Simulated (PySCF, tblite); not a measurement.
# C₄H₁₃N₃Si: geometry, infrared bands, NMR shifts and electronic excitations

What infrared bands, NMR shifts and electronic excitations should C₄H₁₃N₃Si (`C=N[Si@@H](NC)N(C)C`) show?

The runs use tblite 0.8.0 and PySCF 2.14.0, with density-fitted response routines of our own; the level of theory stands in each step. All values are computed, except where a source is named. Atoms count from 0, in the outputs and in this text.

### Step 1. The starting structure

21 atoms, charge 0, multiplicity 1; geometry from: GFN2-xTB.

Bonds of the start (Å): C0–N1 1.25, N1–Si2 1.73, Si2–N3 1.73, N3–C4 1.44, Si2–N5 1.71, N5–C6 1.44, N5–C7 1.44, C0–H8 1.09, C0–H9 1.09, Si2–H10 1.47, N3–H11 1.01, C4–H12 1.09, C4–H13 1.09, C4–H14 1.10, C6–H15 1.10, C6–H16 1.09, C6–H17 1.09, C7–H18 1.10, C7–H19 1.09, C7–H20 1.09.

### Step 2. Harmonic vibrations with GFN2-xTB

The job: settings as JSON, then the geometry in Å.

```
{"job": {"kind": "ir", "xc": "GFN2-xTB", "basis": "xTB"}, "charge": 0, "multiplicity": 1}
C     -0.704434     2.714883    -0.808876
N     -0.662510     1.628312    -0.199968
Si     0.088647     0.113956    -0.577367
N      1.663148     0.039655     0.125838
C      2.697385     0.946287    -0.303116
N     -0.871838    -1.021425     0.274256
C     -0.414838    -2.377738     0.416197
C     -2.306213    -0.917659     0.267973
H     -0.371114     2.870650    -1.840158
H     -1.112418     3.591654    -0.309321
H      0.312905    -0.141957    -2.011969
H      1.687662    -0.098980     1.125432
H      3.669966     0.601777     0.051562
H      2.711603     0.967355    -1.390835
H      2.539528     1.972587     0.051884
H     -0.780670    -3.018942    -0.396147
H     -0.772341    -2.794631     1.362694
H      0.670464    -2.393835     0.406646
H     -2.754109    -1.451508    -0.580739
H     -2.586001     0.130028     0.208538
H     -2.713742    -1.343526     1.189193
```

Output:

```text
mode    cm-1     km/mol
  1      46.6      0.98
  2      57.4      0.11
  3      92.5      2.69
  4     113.9      1.52
  5     133.7      2.07
  6     159.1      7.71
  7     184.9      2.44
  8     212.0      3.99
  9     220.0      3.40
 10     267.5      5.76
 11     285.5      9.16
 12     299.1      9.96
 13     302.3     21.55
 14     403.2     17.29
 15     489.6     16.82
 16     557.3     87.45
 17     664.9    118.34
 18     695.1     77.16
 19     728.8    131.12
 20     778.0    158.52
 21     833.0    131.19
 22     998.5      6.86
 23    1047.2    140.55
 24    1057.6      1.71
 25    1065.9     23.66
 26    1092.6      0.86
 27    1115.1      4.61
 28    1131.7      4.53
 29    1148.9     17.81
 30    1156.9     65.98
 31    1219.3     38.38
 32    1315.9     77.35
 33    1353.2     78.57
 34    1412.5      1.74
 35    1421.1      0.71
 36    1423.0      3.36
 37    1457.0      0.92
 38    1483.1      1.36
 39    1491.0      5.29
 40    1494.9      3.47
 41    1502.5      7.07
 42    1505.9      1.05
 43    1512.5      1.02
 44    1763.2    112.06
 45    2154.1    319.02
 46    2854.3    110.91
 47    2873.4     82.96
 48    2879.5    121.30
 49    2884.0     64.32
 50    2939.5     50.54
 51    2947.9    101.48
 52    2957.6     60.02
 53    2978.9     54.50
 54    3022.5     38.32
 55    3044.5     26.19
 56    3051.8     26.89
 57    3439.7      6.82
```

The strongest bands and the atoms that carry them (share of the mass-weighted mode):

| cm⁻¹ | km/mol | atoms |
| --- | --- | --- |
| 665 | 118.3 | H10 65 % |
| 729 | 131.1 | H10 51 %, N3 13 %, Si2 12 % |
| 778 | 158.5 | Si2 48 %, N1 12 % |
| 833 | 131.2 | Si2 45 %, N3 24 % |
| 1047 | 140.6 | H17 20 %, H19 19 %, C6 16 %, C7 16 % |
| 1763 | 112.1 | N1 49 %, C0 49 % |
| 2154 | 319.0 | H10 97 % |
| 2880 | 121.3 | H15 84 % |

### Step 3. Geometry optimisation at PBE0-D3(BJ)/def2-SVP

The job, as its differences from that of step 2:

```diff
@@ -1,2 +1,2 @@
-{"job": {"kind": "ir", "xc": "GFN2-xTB", "basis": "xTB"}, "charge": 0, "multiplicity": 1}
+{"job": {"xc": "PBE0", "basis": "def2-SVP", "d3": "d3bj", "grid": 1, "kind": "geom"}, "charge": 0, "multiplicity": 1}
 C     -0.704434     2.714883    -0.808876
```

Output:

```text
step   0  E = -613.19723627  max force = 0.013510
step   1  E = -613.20316991  max force = 0.004857
step   2  E = -613.20384484  max force = 0.006870
step   3  E = -613.20477736  max force = 0.004616
step   4  E = -613.20531746  max force = 0.004731
step   5  E = -613.20552244  max force = 0.002775
step   6  E = -613.20568874  max force = 0.001934
step   7  E = -613.20583382  max force = 0.001741
step   8  E = -613.20593250  max force = 0.001089
step   9  E = -613.20596541  max force = 0.000553
step  10  E = -613.20597670  max force = 0.000423
optimisation converged
```

Wall time 5 min (1 thread, shared host).

Along the way:

| step | energy from step 0 (eV) | largest force component (eV/Å) |
| --- | --- | --- |
| 0 | 0.0000 | 0.6947 |
| 1 | -0.1615 | 0.2498 |
| 2 | -0.1798 | 0.3533 |
| 3 | -0.2052 | 0.2374 |
| 4 | -0.2199 | 0.2433 |
| 5 | -0.2255 | 0.1427 |
| 6 | -0.2300 | 0.0995 |
| 7 | -0.2340 | 0.0895 |
| 8 | -0.2366 | 0.0560 |
| 9 | -0.2375 | 0.0284 |
| 10 | -0.2378 | 0.0218 |

Close pairs (by a distance rule), those that changed most:

| bond | before (Å) | after (Å) | change (Å) |
| --- | --- | --- | --- |
| N1–Si2 | 1.732 | 1.766 | +0.034 |
| Si2–H10 | 1.474 | 1.506 | +0.031 |
| C0–H9 | 1.088 | 1.107 | +0.019 |
| C0–H8 | 1.095 | 1.114 | +0.019 |
| C0–N1 | 1.246 | 1.261 | +0.015 |
| C6–H17 | 1.085 | 1.101 | +0.015 |
| C4–H13 | 1.088 | 1.101 | +0.013 |
| C7–H20 | 1.094 | 1.107 | +0.013 |

The next job starts from the end point, and lists it.

| at the end point | value |
| --- | --- |
| point group (found at 0.08 Å tolerance) | C1 |
| rotational constants (GHz, main isotopes) | 1.843, 1.438, 0.873 |
| dipole moment (D) | 0.70 |

### Step 4. NMR shieldings: PBE0/pcSseg-1

The job: settings as JSON, then the geometry in Å.

```
{"job": {"kind": "nmr", "xc": "PBE0", "basis": "pcSseg-1"}, "charge": 0, "multiplicity": 1}
C     -1.043414     2.632087    -1.020167
N     -0.856230     1.739400    -0.148905
Si     0.101400     0.287535    -0.452510
N      1.619232     0.259450     0.355113
C      2.855570     0.803032    -0.148279
N     -0.862058    -1.007435     0.154104
C     -0.356152    -2.355563     0.135777
C     -2.266168    -0.894221     0.452814
H     -0.660225     2.582285    -2.064951
H     -1.620699     3.546910    -0.782723
H      0.452962     0.251524    -1.916199
H      1.602016     0.111297     1.358650
H      3.721441     0.182406     0.139779
H      2.830123     0.822986    -1.249282
H      3.059932     1.837076     0.189534
H     -0.824173    -2.978376    -0.653351
H     -0.539809    -2.862977     1.102433
H      0.731539    -2.351982    -0.031799
H     -2.906125    -1.377698    -0.313047
H     -2.553996     0.163778     0.526150
H     -2.501100    -1.373939     1.422207
```

With the program's defaults for keys left out, this is: GIAO PBE0/pcSseg-1 NMR shielding, non-relativistic, gas phase.

Output:

```text
coarse grid: 17216 points
cycle   1  E = -613.3510871104  dE =  7.015e-01  |g| = 5.647e-01  |ddm| = 3.962e+00
cycle   2  E = -613.2455381919  dE =  1.055e-01  |g| = 8.908e-01  |ddm| = 1.327e+00
cycle   3  E = -613.4234345119  dE = -1.779e-01  |g| = 1.280e-01  |ddm| = 8.680e-01
cycle   4  E = -613.4265578360  dE = -3.123e-03  |g| = 5.343e-02  |ddm| = 1.114e-01
cycle   5  E = -613.4271408837  dE = -5.830e-04  |g| = 1.369e-02  |ddm| = 4.704e-02
cycle   6  E = -613.4271784139  dE = -3.753e-05  |g| = 3.832e-03  |ddm| = 1.337e-02
cycle   7  E = -613.4271815312  dE = -3.117e-06  |g| = 4.939e-04  |ddm| = 3.338e-03
final grid: 159576 points
cycle   8  E = -613.4676812087  dE = -3.169e-05  |g| = 9.589e-03  |ddm| = 2.514e-02
cycle   9  E = -613.4676708490  dE =  1.036e-05  |g| = 1.180e-02  |ddm| = 1.853e-02
cycle  10  E = -613.4677031479  dE = -3.230e-05  |g| = 1.529e-03  |ddm| = 1.054e-02
cycle  11  E = -613.4677036356  dE = -4.877e-07  |g| = 3.683e-04  |ddm| = 1.169e-03
cycle  12  E = -613.4677036601  dE = -2.446e-08  |g| = 1.505e-04  |ddm| = 3.471e-04
cycle  13  E = -613.4677036647  dE = -4.656e-09  |g| = 3.483e-05  |ddm| = 1.373e-04
cycle  14  E = -613.4677036649  dE = -2.381e-10  |g| = 6.770e-06  |ddm| = 3.511e-05
converged SCF energy = -613.4677036649

GIAO shielding tensors (ppm)
atom      isotropic    diamagn.    paramagn.     s11        s22        s33       span
  0 C       11.147     252.867    -241.720    -91.170     -1.123    125.734    216.904
  1 N     -173.902     335.041    -508.943   -577.177   -212.537    268.007    845.184
  2 Si     370.478     885.686    -515.208    342.854    374.850    393.730     50.876
  3 N      227.490     328.562    -101.072    197.691    213.970    270.809     73.118
  4 C      156.189     239.941     -83.751    130.658    151.685    186.224     55.567
  5 N      241.464     330.752     -89.288    214.156    240.200    270.034     55.878
  6 C      147.289     244.200     -96.911    122.239    135.943    183.685     61.446
  7 C      147.246     243.532     -96.286    122.846    135.168    183.725     60.878
  8 H       22.717      30.402      -7.685     20.330     22.147     25.674      5.344
  9 H       22.749      27.832      -5.083     21.658     22.716     23.873      2.215
 10 H       26.784      33.534      -6.750     23.636     25.750     30.965      7.329
 11 H       30.891      36.152      -5.261     22.282     30.561     39.832     17.550
 12 H       28.617      26.840       1.776     23.269     26.611     35.970     12.702
 13 H       28.767      28.899      -0.132     24.705     27.326     34.271      9.566
 14 H       28.806      27.157       1.650     23.113     26.693     36.613     13.499
 15 H       28.972      28.987      -0.015     24.471     26.297     36.147     11.676
 16 H       29.040      29.598      -0.558     24.889     26.432     35.798     10.909
 17 H       28.065      31.016      -2.951     22.740     28.515     32.939     10.199
 18 H       29.239      28.762       0.477     24.559     26.590     36.569     12.010
 19 H       28.146      30.409      -2.264     22.244     28.456     33.737     11.493
 20 H       29.157      29.255      -0.098     24.549     26.807     36.115     11.567
```

Run time: 64 s. Hardware: 1 thread, shared host.

The references, computed at this level on geometries of the same kind, shield at (ppm): 1H TMS 31.27, 13C TMS 184.4, 29Si TMS 352.0, 15N NH3 265.7. Their shielding less the atom's gives the shift. The references are single molecules in the gas phase, so shifts against H2O, NH3, PH3, H3PO4 or CFCl3 are not on the usual liquid scales and can be off by tens of ppm. Atoms listed in one row are averaged.

| atoms | environment | σ (ppm) | δ (ppm) | δ scaled to CDCl3 |
| --- | --- | --- | --- | --- |
| C0 | C=N carbon | 11.1 | 173.3 | 167.7 |
| C6, C7 | methyl carbon bonded to N | 147.3 | 37.1 | 35.6 |
| C4 | methyl carbon bonded to N | 156.2 | 28.2 | 26.9 |
| H8 | hydrogen on a C=N carbon | 22.72 | 8.55 | 8.32 |
| H9 | hydrogen on a C=N carbon | 22.75 | 8.52 | 8.29 |
| H10 | hydrogen on a silicon bonded to 3 N | 26.78 | 4.48 | – |
| H12, H13, H14 | hydrogen on a methyl carbon bonded to N | 28.73 | 2.54 | 2.62 |
| H15, H16, H17, H18, H19, H20 | hydrogen on a methyl carbon bonded to N | 28.77 | 2.50 | 2.58 |
| H11 | hydrogen on a nitrogen bonded to C, Si | 30.89 | 0.38 | – |
| N1 | imine nitrogen | -173.9 | 439.6 | – |
| N3 | nitrogen bonded to C, Si, H | 227.5 | 38.2 | – |
| N5 | nitrogen bonded to 2 C, Si | 241.5 | 24.2 | – |
| Si2 | silicon bonded to 3 N, H | 370.5 | -18.5 | – |

The scaled column applies a straight-line fit of computed shieldings to shifts measured in CDCl3 (root-mean-square error 0.21 ppm for H, 2.0 ppm for C).

The run also stored atomic charges by several schemes (e):

| atoms | Mulliken | IAO | Hirshfeld | ESP fit |
| --- | --- | --- | --- | --- |
| C0 | 0.01 | -0.07 | 0.02 | 0.31 |
| N1 | -0.56 | -0.54 | -0.23 | -0.66 |
| Si2 | 1.08 | 1.20 | 0.42 | 0.85 |
| N3 | -0.69 | -0.67 | -0.24 | -0.53 |
| C4 | -0.10 | -0.29 | -0.07 | -0.11 |
| N5 | -0.80 | -0.51 | -0.17 | -0.28 |
| C6, C7 | -0.08 | -0.29 | -0.07 | -0.27 |

Mayer bond orders: C0–N1 1.98, N1–Si2 0.87, Si2–N3 1.02, N3–C4 0.98, Si2–N5 0.98, N5–C6 0.96, N5–C7 0.96.

### Step 5. Ultraviolet spectrum: CAM-B3LYP/def2-SVPD

The job, as its differences from that of step 4:

```diff
@@ -1,2 +1,2 @@
-{"job": {"kind": "nmr", "xc": "PBE0", "basis": "pcSseg-1"}, "charge": 0, "multiplicity": 1}
+{"job": {"kind": "uv", "xc": "CAM-B3LYP", "basis": "def2-SVPD", "ip": true}, "charge": 0, "multiplicity": 1}
 C     -1.043414     2.632087    -1.020167
```

With the program's defaults for keys left out, this is: TDDFT CAM-B3LYP/def2-SVPD, vertical, gas phase, core orbitals frozen in the response.

Output:

```text
coarse grid: 17216 points
cycle   1  E = -613.3948091184  dE =  7.906e-01  |g| = 5.581e-01  |ddm| = 7.082e+00
cycle   2  E = -613.3532279557  dE =  4.158e-02  |g| = 7.343e-01  |ddm| = 2.483e+00
cycle   3  E = -613.4695228673  dE = -1.163e-01  |g| = 7.136e-02  |ddm| = 1.483e+00
cycle   4  E = -613.4703197638  dE = -7.969e-04  |g| = 4.885e-02  |ddm| = 1.946e-01
cycle   5  E = -613.4708238006  dE = -5.040e-04  |g| = 7.844e-03  |ddm| = 7.197e-02
cycle   6  E = -613.4708383050  dE = -1.450e-05  |g| = 2.539e-03  |ddm| = 2.337e-02
cycle   7  E = -613.4708399952  dE = -1.690e-06  |g| = 6.943e-04  |ddm| = 4.754e-03
final grid: 159576 points
cycle   8  E = -613.5579380436  dE = -3.576e-05  |g| = 3.915e-03  |ddm| = 8.515e-02
cycle   9  E = -613.5579386720  dE = -6.284e-07  |g| = 3.729e-03  |ddm| = 1.651e-02
cycle  10  E = -613.5579419272  dE = -3.255e-06  |g| = 4.524e-04  |ddm| = 5.310e-03
cycle  11  E = -613.5579419641  dE = -3.694e-08  |g| = 2.044e-04  |ddm| = 1.120e-03
cycle  12  E = -613.5579419729  dE = -8.784e-09  |g| = 5.978e-05  |ddm| = 4.165e-04
cycle  13  E = -613.5579419737  dE = -8.060e-10  |g| = 1.584e-05  |ddm| = 1.740e-04
converged SCF energy = -613.5579419737

Static polarisability (au): isotropic 99.972, principal 83.225 103.985 112.706

Singlet excitations
state   eV       nm        f      main configurations
  1   4.0475    306.3   0.00033   H-1->L 0.54, H-2->L 0.44
  2   5.4090    229.2   0.01394   H->L 0.98
  3   6.0458    205.1   0.04565   H-2->L 0.48, H-1->L 0.41
  4   6.0966    203.4   0.01425   H->L+1 0.49, H->L+2 0.42
  5   6.4318    192.8   0.00679   H-1->L+1 0.49, H-2->L+1 0.11, H-1->L+3 0.10
  6   6.7654    183.3   0.00679   H->L+3 0.62, H->L+5 0.13, H->L+4 0.10
  7   6.8354    181.4   0.00985   H-1->L+3 0.34, H-2->L+1 0.17, H-1->L+2 0.15
  8   6.9237    179.1   0.03097   H->L+1 0.31, H->L+2 0.24, H->L+4 0.19
  9   7.1636    173.1   0.00729   H-1->L+2 0.50, H-1->L+6 0.15
 10   7.3322    169.1   0.03703   H->L+4 0.45, H->L+6 0.24, H->L+5 0.09

Triplet excitations (Tamm-Dancoff, eV): 3.4324 4.9085 5.3588 5.9266
Vertical ionisation energy (delta-SCF) = 8.1744 eV
```

It took 14 min on 1 thread, shared host.

The orbitals next to the gap, with their largest atomic shares:

| orbital | eV | atoms |
| --- | --- | --- |
| HOMO−3 | -10.85 | N1 34 %, C0 25 %, N3 9 % |
| HOMO−2 | -8.52 | N1 35 %, N3 25 %, C0 10 % |
| HOMO−1 | -8.03 | N3 35 %, N1 25 %, Si2 8 % |
| HOMO | -7.59 | N5 55 %, C7 9 %, C6 9 % |
| LUMO | 0.47 | C0 41 %, N1 34 %, H9 8 % |
| LUMO+1 | 1.43 | C4 16 %, Si2 10 %, C6 10 % |
| LUMO+2 | 1.72 | C6 14 %, C0 11 %, C4 8 % |

With each of the 10 states as a Gaussian band of 0.4 eV half-width at 1/e, the curve within the window shown has maxima at 203 nm (ε 2,600), 175 nm (ε 2,800) L/(mol cm). Beyond the last state computed it falls off for lack of states. The curve at chosen wavelengths:

(nm, ε (L/mol/cm)): (162, 994), (170, 2502), (178, 2727), (186, 1976), (194, 1977), (201, 2550), (209, 2319), (217, 1441), (225, 886), (233, 607), (241, 365), (249, 171), (257, 63), (264, 23), (272, 8), (280, 7), (288, 9), (296, 12), (304, 13), (312, 13), (320, 11), (327, 9), (335, 6), (343, 4), (351, 2), (359, 1)

Ground-state properties from the same run:

| property | computed |
| --- | --- |
| dipole moment (D) | 0.72 |
| polarisability (Å³) | 14.81 |
| HOMO–LUMO gap (eV) | 8.06 |
| −ε(HOMO) (eV) | 7.59 |

### Step 6. Results

| quantity | value |
| --- | --- |
| strongest single infrared mode (GFN2-xTB) | 2154 cm⁻¹, 319 km/mol |
| zero-point energy (GFN2-xTB) | 108.2 kcal/mol |
| point group | C1 |
| rotational constants (main isotopes) | 1.84, 1.44, 0.87 GHz |
| 13C shifts against TMS (PBE0/pcSseg-1, means over atoms taken as alike) | 173.3, 37.1, 28.2 ppm |
| 1H shifts against TMS (PBE0/pcSseg-1, means over atoms taken as alike) | 8.55, 8.52, 4.48, 2.54, 2.50, 0.38 ppm |
| 15N shifts against NH3 (PBE0/pcSseg-1) | 439.6, 38.2, 24.2 ppm |
| 29Si shifts against TMS (PBE0/pcSseg-1) | -18.5 ppm |
| lowest singlet (CAM-B3LYP/def2-SVPD) | 4.05 eV (306 nm), f = 0.000 |
| brightest single state of those computed | state 3, 6.05 eV, f = 0.046 |
| lowest triplet | 3.43 eV |
| vertical ionisation energy (ΔSCF) | 8.17 eV |

What this shows: All 57 modes are real, so the xTB geometry is a minimum. The strongest single mode, at 2154 cm⁻¹, moves mainly H10. Unscaled tight-binding wavenumbers are off by several per cent, some by more. Its intensities can rank the bands wrongly. Relaxing lowered the energy by 0.238 eV in 10 steps; the close pair that moved most is N1–Si2, from 1.732 to 1.766 Å. At PBE0/pcSseg-1: The widest tensor belongs to N1: span 845 ppm, with a paramagnetic part of -509 ppm. The first singlet state (HOMO−1→LUMO 0.54, HOMO−2→LUMO 0.44) lies at 4.05 eV and is dark; of the 10 states computed, the strongest absorption comes from state 3 at 6.05 eV (the last state computed is bright too, and its partners may lie past the list). The lowest triplet lies 0.62 eV below the lowest singlet (triplets in Tamm-Dancoff, singlets in full TDDFT). The orbital energy would give 7.59 eV for ionisation, ΔSCF gives 8.17 eV.
